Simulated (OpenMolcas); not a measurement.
# Mn⁴⁺ among point charges: CASSCF and CASPT2 levels and susceptibility

Aim: the splitting of the states of Mn⁴⁺ in the field of 6 point charges, its lowest levels with spin-orbit coupling and its magnetic susceptibility.

Method: state-averaged CASSCF and CASPT2, spin-orbit coupling by RASSI with atomic mean-field integrals. Code: OpenMolcas 26.06.

### 1 The system

```
Species                           : Mn⁴⁺ (manganese, Z = 25, 21 electrons)
Basis                             : ANO-RCC-VTZP [6s5p3d2f1g], 59 functions
Scalar Hamiltonian                : DKH2, point nucleus
Inactive shells                   : 1s 2s 2p 3s 3p
Active space                      : 3 electrons in 5 orbitals (3d)
Some configurations of this space : 3d3
Orbitals                          : optimised for each spin and parity, averaged over all roots
```

Outer shells as boxes (Hund's rule):

3d3
```
3d [↑ ][↑ ][↑ ][  ][  ]
```

The ion sits among 6 point charges of -2 e arranged as an octahedron (Oh), 1.84 Å from the ion.

Each step is its own input file, run in one work folder so that later steps find the files of earlier ones. Labels, J, g values, rates, χT and fits are worked out afterwards by a script from the matrices that RASSI stores. The input lists half of the charges; inversion (Group=XYZ) makes the rest.

### 2 Basis and integrals

a.inp reads:

```
&GATEWAY
Coord
1

Mn 0.0 0.0 0.0
Basis=ANO-RCC-VTZP
Group=XYZ
NoMove
AngMom=0.0 0.0 0.0
AMFI
XField
3 Angstrom 0
1.840000 0.000000 0.000000 -2.000000
0.000000 1.840000 0.000000 -2.000000
0.000000 0.000000 1.840000 -2.000000
&SEWARD
```

Command:

```sh
OMP_NUM_THREADS=1 MOLCAS_MEM=1689 MOLCAS_PROJECT=a pymolcas a.inp > a.log
```

### 3 CASSCF: quartets of even parity, 10 roots

a.inp reads:

```
&RASSCF
FileOrb=start.orb
Symmetry=1
Spin=4
nActEl=3 0 0
Inactive=3 6
Ras2=5 0
CIRoot=10 10 1
SDav=10
CIMx=300
Iter=120 100
PrWF=0.3
OrbListing=Nothing
MaxOrb=0
>>> COPY $Project.JobIph JOB001
```

start.orb holds the contracted functions of the basis, ordered by shell, or the orbitals of the step before.

### 4 Reference wave functions, doublets of even parity, 40 roots

a.inp reads:

```
&RASSCF
FileOrb=start.orb
Symmetry=1
Spin=2
nActEl=3 0 0
Inactive=3 6
Ras2=5 0
CIRoot=40 40 1
SDav=40
CIMx=300
Iter=120 100
PrWF=0.3
OrbListing=Nothing
MaxOrb=0
>>> COPY $Project.JobIph JOB002
```

### 5 RASSI: spin-orbit coupling between the states

a.inp reads:

```
&RASSI
NrOfJobIphs=2 10 40
1 2 3 4 5 6 7 8 9 10
1 2 3 4 5 6 7 8 9 10 11 12 13 14 15 16 17 18 19 20 21 22 23 24 25 26 27
28 29 30 31 32 33 34 35 36 37 38 39 40
IphNames
JOB001
JOB002
EJob
SpinOrbit
DIPRint=1.0
SOCoupling=1000.0
Subsets=2
Property=9
'ANGMOM' 1 'ANGMOM' 2 'ANGMOM' 3 'MLTPL  1' 1 'MLTPL  1' 2 'MLTPL  1' 3
'AMFI' 1 'AMFI' 2 'AMFI' 3
SOProperty=3
'ANGMOM' 1 'ANGMOM' 2 'ANGMOM' 3
```

### 6 CASPT2: IPEA 0.25, imaginary shift 0.1 (closed shells correlated: 3s 3p)

a.inp reads:

```
>>> COPY JOB001 $Project.JobIph
&CASPT2
Multistate=10 1 2 3 4 5 6 7 8 9 10
NoMult
Frozen=2 3
IPEA=0.25
Imaginary=0.1
MaxIter=60
WThr=0.0 0.3 0.05
PrWF=0.5
NoMix
>>> COPY JOB002 $Project.JobIph
&CASPT2
Multistate=40 1 2 3 4 5 6 7 8 9 10 11 12 13 14 15 16 17 18 19 20 21 22
23 24 25 26 27 28 29 30 31 32 33 34 35 36 37 38 39 40
NoMult
Frozen=2 3
IPEA=0.25
Imaginary=0.1
MaxIter=60
WThr=0.0 0.3 0.05
PrWF=0.5
NoMix
```

(Steps that only read results are left out.)

What does the calculation give? Wanted: spin-free ground state; first state of the same spin within the active space; lowest level; next level.

As calculated:

| quantity | value |
| --- | --- |
| method | SS-CASPT2, IPEA 0.25, imaginary shift 0.1 (closed shells correlated: 3s 3p) |
| spin-free ground state | 4A2, 1-fold in its orbital part |
| first state of the same spin within the active space | 4T2 at 3510 cm⁻¹ |
| lowest level | 4-fold Γ8 |
| next level | 3411.4 cm⁻¹ |
| χT at 300 K | 1.48 cm³ K/mol |
| effective moment at 300 K | 3.44 μB |

Cost by method:

```csv
method,time of its own steps,time with the reference
A. CASSCF,5.9 s,5.9 s
"B. SS-CASPT2, IPEA 0.25, imaginary shift 0.1, +3s 3p",3.3 s,9.2 s
```

Times are of one thread on a shared host.

**Reading.** The spin-free ground state (4A2) comes to 100 % from free-ion F terms and keeps the highest spin of the shell. χT at 300 K is 1.48, against 1.88 cm³ K/mol for the spin alone, so spin-orbit coupling lowers it. CASPT2 does not keep the components of a term degenerate, and the means are used. The field of point charges can differ much from that of real complexes. This is an electrostatic model: the charges have no orbitals.
